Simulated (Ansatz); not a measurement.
# FH5NPSi: up Jacob's ladder to CCSD(T)

An exercise on one series of results from a longer session: the logs are not shown, and one member is left open.

Method: functionals in def2-TZVPP, the program's frozen cores in correlated methods; program: Ansatz 0.2.0, Gaussian basis.

Plan: LDA (SPW92), PBE-D4, revPBE-D4, BLYP-D4, r2SCAN-D4, B97M-V, PBE0-D4, B3LYP-D4, r2SCANh-D4, r2SCAN0-D4, HSE06-D4, BHLYP-D4, CAM-B3LYP-D4, LC-ωPBE, ωB97X-V, ωB97M-V, B2PLYP, PBE-QIDH; CCSD(T)/def2-SVP; CCSD(T)/def2-TZVPP; MP2/def2-QZVPP; extrapolation to the limit; RPA on PBE.

### The geometry

An earlier PBE0-D4 in a triple-zeta def2 set relaxation fixed the geometry.

SMILES `F[SiH2]NP`, 9 atoms, charge 0, spin multiplicity 1.

Atoms are counted from 1 here; the program's logs count them from 0.

Bond lengths: F1–Si2 1.600 Å, Si2–N3 1.708 Å, Si2–H5 1.481 Å, Si2–H6 1.478 Å, N3–P4 1.717 Å, N3–H7 1.008 Å, P4–H8 1.422 Å, P4–H9 1.424 Å. Angles: F1–Si2–N3 112.3°, F1–Si2–H5 107.1°, F1–Si2–H6 106.0°, N3–Si2–H5 108.5°, N3–Si2–H6 109.0°, H5–Si2–H6 114.1°, Si2–N3–P4 127.8°, Si2–N3–H7 118.8°, P4–N3–H7 112.8°, N3–P4–H8 99.4°, N3–P4–H9 100.9°, H8–P4–H9 92.6°.

The first run:

Contents of in.yaml:

```yaml
crystal:
  periodic: [false, false, false]
  atoms:
    - {symbol: F, position_ang: [-1.177646, 1.605201, -0.844540]}
    - {symbol: Si, position_ang: [0.273733, 0.987265, -0.576473]}
    - {symbol: N, position_ang: [0.234385, -0.712271, -0.415831]}
    - {symbol: P, position_ang: [-0.336115, -1.631049, 0.917189]}
    - {symbol: H, position_ang: [1.114935, 1.328898, -1.746004]}
    - {symbol: H, position_ang: [0.739289, 1.580149, 0.695329]}
    - {symbol: H, position_ang: [0.436502, -1.280585, -1.223242]}
    - {symbol: H, position_ang: [0.357771, -0.969560, 1.967769]}
    - {symbol: H, position_ang: [-1.554355, -0.954249, 1.208703]}
basis:
  gaussian: {orbitals: def2-TZVPP}
hamiltonian: {xc: lda}
output: {orbitals: {seedname: orbitals}}
```

Run with:

```console
> ansatz run in.yaml --threads 2 --pin off --events-out ev --progress --plain --max-ram 4352MiB
```

Steps of the session up to this table: LDA; PBE-D4 (GGA); revPBE-D4 (GGA); BLYP-D4 (GGA); r2SCAN-D4 (meta-GGA); B97M-V (meta-GGA); B3LYP-D4 (hybrid); r2SCANh-D4 (hybrid); r2SCAN0-D4 (hybrid); HSE06-D4 (hybrid); BHLYP-D4 (hybrid); CAM-B3LYP-D4 (range-separated); LC-ωPBE (range-separated); ωB97X-V (range-separated); ωB97M-V (range-separated); B2PLYP (double hybrid); PBE-QIDH (double hybrid).

One of the session's tables, all rows but one given; the rest of the session is left out.

It belongs to the step «Orbital energies across the functionals». 

```
  functional  HOMO (eV)  gap (eV)
 LDA (SPW92)      -6.46      5.24
      PBE-D4      -6.37      5.37
   revPBE-D4      -6.32      5.43
     BLYP-D4      -6.24      5.36
   r2SCAN-D4      -6.60      5.96
      B97M-V      -6.73      5.91
     PBE0-D4      -7.54      7.45
    B3LYP-D4      -7.34      7.01
  r2SCANh-D4      -7.04      6.71
  r2SCAN0-D4      -7.69      7.82
    HSE06-D4      -7.14      6.67
    BHLYP-D4      -8.62      9.40
CAM-B3LYP-D4      -8.88      9.80
     LC-ωPBE     -10.25     12.39
     ωB97X-V      -9.89     11.86
     ωB97M-V          ?         ?
```

Q: Estimate the row for ωB97M-V from the others.

The run gave: HOMO (eV): -9.75; gap (eV): 11.40. In the column «HOMO (eV)» it lies between ωB97X-V (-9.89) and CAM-B3LYP-D4 (-8.88).
